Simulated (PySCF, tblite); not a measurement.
**C3H13Ge2NSi: geometry, infrared bands and NMR shifts**

What infrared bands and NMR shifts should C3H13Ge2NSi (`C/N=C\[CH2][Ge@@H]([SiH3])[GeH3]`) show?

The runs use tblite 0.8.0 and PySCF 2.14.0, with density-fitted response routines of our own; the level of theory stands in each step. All values are computed, except where a source is named. Atoms count from 0, in the outputs and in this text.

### Step 1. The molecule as given

20 atoms, charge 0, multiplicity 1; geometry from: force field or distance geometry start.

Bonds of the start (Å): C0–N1 1.44, N1–C2 1.24, C2–C3 1.48, C3–Ge4 1.95, Ge4–Si5 2.30, Ge4–Ge6 2.38, C0–H7 1.10, C0–H8 1.12, C0–H9 1.10, C2–H10 1.11, C3–H11 1.12, C3–H12 1.13, Ge4–H13 1.56, Si5–H14 1.46, Si5–H15 1.47, Si5–H16 1.48, Ge6–H17 1.53, Ge6–H18 1.53, Ge6–H19 1.55.

### Step 2. Geometry optimisation with GFN2-xTB

The job: settings as JSON, then the geometry in Å.

```
{"job": {"kind": "relax", "xc": "GFN2-xTB", "basis": "xTB"}, "charge": 0, "multiplicity": 1}
C      2.787600     0.388200     0.606100
N      2.158200     1.236500    -0.375500
C      1.248300     0.874100    -1.142300
C      0.691900    -0.495500    -1.123000
Ge    -1.174700    -0.586500    -0.577500
Si    -1.496600    -1.800600     1.352800
Ge    -2.144600     1.559800    -0.206500
H      2.096500    -0.091500     1.310900
H      3.405200     1.078300     1.240000
H      3.414100    -0.377600     0.133900
H      0.840100     1.615900    -1.856500
H      0.778800    -0.878600    -2.166900
H      1.279600    -1.188500    -0.449800
H     -2.029500    -1.260500    -1.701700
H     -1.085700    -0.979700     2.489100
H     -2.923800    -2.125400     1.473700
H     -0.662900    -3.025500     1.280400
H     -1.404300     2.344200     0.878200
H     -2.194700     2.407400    -1.476100
H     -3.588600     1.316300     0.307700
```

On the command line:

```
OMP_NUM_THREADS=1 python probes_run.py task.json out
```

One launch serves the whole session: the jobs run in the order shown.

**Question.** This job is followed by: GFN2-xTB harmonic vibrations, gas phase; GIAO PBE0/pcSseg-1 NMR shielding, non-relativistic, gas phase. What will the session give for the following? strongest single infrared mode (GFN2-xTB); zero-point energy (GFN2-xTB); 13C shifts against TMS (PBE0/pcSseg-1); 1H shifts against TMS (PBE0/pcSseg-1, means over atoms taken as alike); 15N shifts against NH3 (PBE0/pcSseg-1); 73Ge shifts against GeMe4 (PBE0/pcSseg-1); 29Si shifts against TMS (PBE0/pcSseg-1).

As calculated:

| quantity | value |
| --- | --- |
| strongest single infrared mode (GFN2-xTB) | 763 cm⁻¹, 668 km/mol |
| zero-point energy (GFN2-xTB) | 85.9 kcal/mol |
| 13C shifts against TMS (PBE0/pcSseg-1) | 170.1, 40.7, 18.9 ppm |
| 1H shifts against TMS (PBE0/pcSseg-1, means over atoms taken as alike) | 7.84, 4.20, 3.81, 3.38, 3.31, 2.12, 1.97 ppm |
| 15N shifts against NH3 (PBE0/pcSseg-1) | 369.2 ppm |
| 73Ge shifts against GeMe4 (PBE0/pcSseg-1) | -280, -345 ppm |
| 29Si shifts against TMS (PBE0/pcSseg-1) | -99.4 ppm |

In words: The optimisation took 148 steps and gained 0.450 eV; among the close pairs (by a distance rule), C3–Ge4 changed most, from 1.947 to 2.025 Å. The lowest mode is slightly imaginary (18i cm⁻¹), a soft motion within the noise of the Hessian, so the minimum is not strictly shown. The strongest single mode, at 763 cm⁻¹, has its largest shares on H14, H16 and H15 (the list is cut at 3 atoms). Unscaled tight-binding wavenumbers are off by several per cent, some by more. Its intensities can rank the bands wrongly. At PBE0/pcSseg-1: The largest span, 739 ppm, is at N1, where the paramagnetic term is -429 ppm. Spin-orbit coupling is left out, which matters for shieldings and couplings at and beside the heavy atoms.
